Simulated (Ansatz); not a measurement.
**CH5BZn: basis-set convergence**

The task here is to estimate one member of a computed series from the others.

The runs use Ansatz 0.2.0, Gaussian basis; one geometry, several basis sets.

The runs, in order: PBE0-D4/def2-SVP; ωB97M-V/def2-SVP; PBE0-D4/def2-QZVPP; ωB97M-V/def2-QZVPP; the functionals' def2-TZVPP values are taken from earlier runs.

### Structure used throughout

All runs share one geometry, relaxed beforehand with PBE0-D4 in a triple-zeta def2 set.

SMILES `C[BH][ZnH]`, 8 atoms, charge 0, spin multiplicity 1.

Atoms are counted from 1 here; the program's logs count them from 0.

Bond lengths: C1–B2 1.556 Å, C1–H4 1.091 Å, C1–H5 1.094 Å, C1–H6 1.107 Å, B2–Zn3 2.088 Å, B2–H7 1.206 Å, Zn3–H8 1.562 Å. Angles: B2–C1–H4 117.4°, B2–C1–H5 114.6°, B2–C1–H6 102.1°, H4–C1–H5 110.0°, H4–C1–H6 106.3°, H5–C1–H6 104.9°, C1–B2–Zn3 125.7°, C1–B2–H7 115.4°, Zn3–B2–H7 118.8°, B2–Zn3–H8 179.6°.

Set-up of the first run:

in.yaml

```yaml
crystal:
  periodic: [false, false, false]
  atoms:
    - {symbol: C, position_ang: [-0.319134, 0.915950, -0.700914]}
    - {symbol: B, position_ang: [0.300173, 0.173148, 0.518148]}
    - {symbol: Zn, position_ang: [0.163252, -1.875861, 0.893480]}
    - {symbol: H, position_ang: [-1.124372, 0.414131, -1.238833]}
    - {symbol: H, position_ang: [-0.589029, 1.958953, -0.510260]}
    - {symbol: H, position_ang: [0.536317, 0.967085, -1.401224]}
    - {symbol: H, position_ang: [0.969171, 0.854188, 1.254414]}
    - {symbol: H, position_ang: [0.063633, -3.407584, 1.185189]}
basis:
  gaussian: {orbitals: def2-SVP}
hamiltonian: {xc: pbe0, dispersion: d4}
output: {orbitals: {seedname: orbitals}}
```

Run with:

```sh
$ ansatz run in.yaml --threads 2 --pin off --events-out ev --progress --plain --max-ram 4352MiB
```

Among the steps run: PBE0-D4 in def2-SVP; ωB97M-V in def2-SVP; PBE0-D4 in def2-QZVPP; ωB97M-V in def2-QZVPP.

One table of the session follows, with a row left open; its other results are not shown here.

It belongs to the step «Functionals by basis». 

| functional | basis | HOMO (eV) | LUMO (eV) |
| --- | --- | --- | --- |
| PBE0-D4 | def2-SVP | -6.50 | -1.67 |
| PBE0-D4 | def2-TZVPP | -6.66 | -1.97 |
| PBE0-D4 | def2-QZVPP | ? | ? |
| ωB97M-V | def2-SVP | -8.59 | 0.40 |
| ωB97M-V | def2-TZVPP | -8.79 | -0.17 |
| ωB97M-V | def2-QZVPP | -8.79 | -0.25 |

**Question.** Estimate the row for PBE0-D4, def2-QZVPP.

As computed: HOMO (eV): -6.66; LUMO (eV): -1.98.
